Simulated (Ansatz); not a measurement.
From input file to script: C₃H₅BO₂, SMILES C#CB(O)OC in Ansatz 0.2.0.

```yaml
crystal:
  periodic: [false, false, false]
  atoms:
    - { symbol: C, position_ang: [1.842, 1.9519, 0.5503] }
    - { symbol: C, position_ang: [1.1877, 1.1151, -0.0189] }
    - { symbol: B, position_ang: [0.3531, 0.0484, -0.743] }
    - { symbol: O, position_ang: [1.0204, -0.9862, -1.5295] }
    - { symbol: O, position_ang: [-1.1179, 0.1232, -0.7215] }
    - { symbol: C, position_ang: [-1.5928, -0.6453, 0.3584] }
    - { symbol: H, position_ang: [2.4165, 2.6867, 1.0503] }
    - { symbol: H, position_ang: [1.1483, -1.7391, -0.8987] }
    - { symbol: H, position_ang: [-1.2313, -0.2494, 1.3358] }
    - { symbol: H, position_ang: [-2.7004, -0.5836, 0.371] }
    - { symbol: H, position_ang: [-1.3257, -1.7217, 0.2457] }
basis:
  gaussian:
    orbitals: cc-pVDZ
hamiltonian:
  xc: r2scan
relax:
  f_tol: 0.02
```

`opt.py`:
```python
"""Geometry optimisation of C3H5BO2."""

import logging
import sys

import ansatz as az
import numpy as np

logging.basicConfig(stream=sys.stdout, format="%(levelname)s %(message)s")
logger = logging.getLogger("run")
logger.setLevel(logging.INFO)


def main() -> None:
    geometry_ang = [
        ("C", (1.842, 1.9519, 0.5503)),
        ("C", (1.1877, 1.1151, -0.0189)),
        ("B", (0.3531, 0.0484, -0.743)),
        ("O", (1.0204, -0.9862, -1.5295)),
        ("O", (-1.1179, 0.1232, -0.7215)),
        ("C", (-1.5928, -0.6453, 0.3584)),
        ("H", (2.4165, 2.6867, 1.0503)),
        ("H", (1.1483, -1.7391, -0.8987)),
        ("H", (-1.2313, -0.2494, 1.3358)),
        ("H", (-2.7004, -0.5836, 0.371)),
        ("H", (-1.3257, -1.7217, 0.2457)),
    ]
    c3h5bo2 = az.Crystal.molecule()
    for symbol, xyz in geometry_ang:
        c3h5bo2 = c3h5bo2.atom(symbol, xyz)

    calc = (
        c3h5bo2.calculation()
        .basis(gaussian="cc-pVDZ")
        .functional("r2SCAN")
    )
    symbols = [site.symbol for site in c3h5bo2.cartesian_sites]
    start = np.array([site.position_ang for site in c3h5bo2.cartesian_sites], dtype=float)
    def progress(event):
        if event["event"] == "relax_step":
            row = event["data"]
            logger.info(f"step {row['step']:3d}  E = {row['lagrangian_ev']:.6f} eV  max force {row['allowed_force_max_ev_ang']:.4f} eV/A")


    data = calc.relax(force_tolerance=0.02).session().plan().execute(on_event=progress).report
    end = np.array(data["positions_ang"])

    for key in ("converged", "free_energy_ev", "reference_energy_ev", "n_frozen", "n_occupied", "n_virtual"):
        logger.info(f"{key:22s} {data[key]}")

    logger.info("bond        before    after (A)")
    for i, j in [(0, 1), (0, 6), (1, 2), (2, 3), (2, 4), (3, 7), (4, 5), (5, 8), (5, 9), (5, 10)]:
        d0, d1 = (np.linalg.norm(xyz[i] - xyz[j]) for xyz in (start, end))
        print(f"{symbols[i]}{i}-{symbols[j]}{j}".ljust(10), f"{d0:8.4f} {d1:8.4f}")
    for i, j, k in [(1, 0, 6), (0, 1, 2), (1, 2, 3), (1, 2, 4), (3, 2, 4), (2, 3, 7), (2, 4, 5), (4, 5, 8)]:
        u, v = end[i] - end[j], end[k] - end[j]
        logger.info(f"angle {symbols[i]}{i}-{symbols[j]}{j}-{symbols[k]}{k}: {np.degrees(np.arccos(np.clip(u @ v / np.linalg.norm(u) / np.linalg.norm(v), -1, 1))):.2f} deg")


if __name__ == "__main__":
    main()
```

`python opt.py` gives:
```text
INFO step   1  E = -7958.385486 eV  max force 3.0398 eV/A
INFO step   2  E = -7958.621827 eV  max force 1.5655 eV/A
INFO step   3  E = -7958.680703 eV  max force 1.0851 eV/A
INFO step   4  E = -7958.780474 eV  max force 0.6603 eV/A
INFO step   5  E = -7958.837299 eV  max force 1.7115 eV/A
INFO step   6  E = -7959.127820 eV  max force 1.1920 eV/A
INFO step   7  E = -7959.380459 eV  max force 0.6645 eV/A
INFO step   8  E = -7959.530161 eV  max force 0.4287 eV/A
INFO step   9  E = -7959.665413 eV  max force 0.5699 eV/A
INFO step  10  E = -7959.661772 eV  max force 1.2085 eV/A
INFO step  11  E = -7959.710472 eV  max force 0.2866 eV/A
INFO step  12  E = -7959.733366 eV  max force 0.1424 eV/A
INFO step  13  E = -7959.746104 eV  max force 0.0713 eV/A
INFO step  14  E = -7959.745898 eV  max force 0.1297 eV/A
INFO step  15  E = -7959.747359 eV  max force 0.0058 eV/A
INFO converged              True
INFO free_energy_ev         -7959.747369166128
INFO reference_energy_ev    -7959.747369166128
INFO n_frozen               0
INFO n_occupied             [22, 22]
INFO n_virtual              [87, 87]
INFO bond        before    after (A)
C0-C1        1.2051   1.2215
C0-H6        1.0583   1.0742
C1-B2        1.5358   1.5403
B2-O3        1.4609   1.3737
B2-O4        1.4731   1.3583
O3-H7        0.9905   0.9666
O4-C5        1.4079   1.4269
C5-H8        1.1148   1.1017
C5-H9        1.1094   1.1002
C5-H10       1.1148   1.0999
INFO angle C1-C0-H6: 178.53 deg
INFO angle C0-C1-B2: 176.25 deg
INFO angle C1-B2-O3: 120.91 deg
INFO angle C1-B2-O4: 118.48 deg
INFO angle O3-B2-O4: 120.60 deg
INFO angle B2-O3-H7: 110.72 deg
INFO angle B2-O4-C5: 120.93 deg
INFO angle O4-C5-H8: 108.98 deg
```

Reading the output:
- Total energies depend on the basis set; only differences at equal settings carry meaning.
- The end point is the stationary point reached from this start; no frequency run checks that it is a minimum, and the basis set is modest.
- Run time: 2 min on 1 thread of Arm Neoverse V2 (shared host), peak memory 0.24 GiB.

(Lines on the test bed's own set-up are left out of the output.)
